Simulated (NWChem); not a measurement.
**SiH3Se (SMILES [SiH2][SeH]): UPBE0/3-21G**

What is the vertical ionisation energy of SiH3Se at UPBE0/3-21G? 

The results are computed with NWChem 7.3.0.

## 1. The system as given

The species is SiH3Se (5 atoms), meant as a doublet with charge 0. As SMILES, `[SiH2][SeH]`. The shape is that of a PBE0-D4/def2-TZVP optimisation. This is one conformer, not always the lowest.

Bond lengths: Si1–Se2 2.272 Å, Si1–H3 1.492 Å, Si1–H4 1.489 Å, Se2–H5 1.469 Å. Angles: Si1–Se2–H5 93.1°, Se2–Si1–H3 111.1°, Se2–Si1–H4 104.9°, H3–Si1–H4 110.2°.

## 2. The energy at UPBE0/3-21G

a.nw

```
start a
title "H3SeSi"
memory stack 880 mb heap 220 mb global 1100 mb
charge 0

geometry noautosym nocenter noautoz
Si    0.060900   -0.791800    0.205800
Se    0.776600    1.182400   -0.661900
H    -1.304300   -0.656200    0.791600
H     0.034200   -1.731400   -0.948800
H     0.482600    1.923300    0.572000
end

basis spherical bse
* library 3-21G
end

dft
xc pbe0
mult 2
grid fine
convergence energy 1e-08
maxiter 100
mulliken
print low
end

task dft energy
```

Launch:

```sh
$ nwchem a.nw > a.out
```

Log:

```text
[...]
 d= 0,ls=0.0,diis     1  -2679.4369957940 -2.83D+03  9.36D-03  4.77D-02     0.6
[...]
 d= 0,ls=0.0,diis    10  -2679.4670321728 -3.61D-09  3.64D-07  4.25D-11     4.9
[...]
         Total DFT energy =    -2679.467032172763
      One electron energy =    -4027.780326815694
           Coulomb energy =     1309.033359248615
    Exchange-Corr. energy =     -108.657448594577
 Nuclear repulsion energy =      147.937383988892
[...]
      Total Density - Mulliken Population Analysis
     ---------------------------------------------
    Atom       Charge   Shell Charges
 -----------   ------   -------------------------------------------------------
    1 Si  14    13.72   2.00  1.97  5.85  0.77  1.59  0.66  0.87
    2 Se  34    34.18   2.00  2.00  5.99  2.00  5.95  0.84  2.07  1.17  2.17  9.99
    3 H    1     1.07   0.42  0.66
    4 H    1     1.07   0.42  0.65
    5 H    1     0.96   0.42  0.53
[...]
      <S2> =      0.7517 (Exact =     0.7500)
[...]
```

Run time: 5.7 s. Hardware: 1 thread of Intel Xeon Platinum 8559C (Emerald Rapids), shared host; peak memory 0.11 GiB.

## 3. The singlet cation, same level

h3sesi.nw

```
start h3sesi
memory total 2200 mb
charge 1

geometry noautosym nocenter noautoz
   Si     0.060900    -0.791800     0.205800
   Se     0.776600     1.182400    -0.661900
   H     -1.304300    -0.656200     0.791600
   H      0.034200    -1.731400    -0.948800
   H      0.482600     1.923300     0.572000
end

basis spherical bse
   * library 3-21G
end

dft
   xc pbe0
   grid fine
   convergence energy 1e-08
   iterations 100
   mulliken
   noprint "final vectors analysis"
end

task dft
```

Launch:

```sh
$ nwchem h3sesi.nw > h3sesi.out
```

Log:

```text
[...]
          Wavefunction type:  closed shell.
          No. of atoms     :     5
          No. of electrons :    50
[...]
          Charge           :     1
          Spin multiplicity:     1
[...]
          AO basis - number of functions:    41
[...]
              XC Information
              --------------
                         PBE0 Method XC Functional
                     Hartree-Fock (Exact) Exchange  0.250
          PerdewBurkeErnzerhof Exchange Functional  0.750
            Perdew 1991 LDA Correlation Functional  1.000 local
           PerdewBurkeErnz. Correlation Functional  1.000 non-local
[...]
 d= 0,ls=0.0,diis     1  -2678.9174337091 -2.83D+03  7.96D-02  1.65D+00     0.5
[...]
 d= 0,ls=0.0,diis    10  -2679.1663980883 -3.57D-09  1.68D-06  2.06D-09     3.2
         Total DFT energy =    -2679.166398088301
      One electron energy =    -4014.684546632570
           Coulomb energy =     1295.913534388355
    Exchange-Corr. energy =     -108.332769832979
 Nuclear repulsion energy =      147.937383988892
[...]
      Total Density - Mulliken Population Analysis
     ---------------------------------------------
    Atom       Charge   Shell Charges
 -----------   ------   -------------------------------------------------------
    1 Si  14    13.38   2.00  1.97  5.85  0.84  1.55  0.57  0.59
    2 Se  34    33.82   2.00  2.00  5.99  2.00  5.95  0.89  2.05  1.14  1.81  9.99
    3 H    1     0.95   0.40  0.55
    4 H    1     0.96   0.41  0.55
    5 H    1     0.88   0.42  0.46
[...]
```

Wall time 3.9 s (1 thread of Intel Xeon Platinum 8559C (Emerald Rapids), shared host); peak memory 0.12 GiB.

## 4. Results

Level: UPBE0/3-21G.

```
                                          quantity           value
                      doublet SiH3Se: total energy  -2679.46703 Eh
                              doublet SiH3Se: ⟨S²⟩           0.752
                      singlet cation: total energy  -2679.16640 Eh
vertical ionisation energy (to the singlet cation)        8.181 eV
```

In words: Removing an electron at fixed nuclei costs 8.18 eV (789 kJ/mol). Only the singlet of the ionised species was computed; a triplet could lie lower. Mulliken charges (singlet cation) run from +0.04 on H4 to +0.62 on Si1; they depend strongly on the basis.
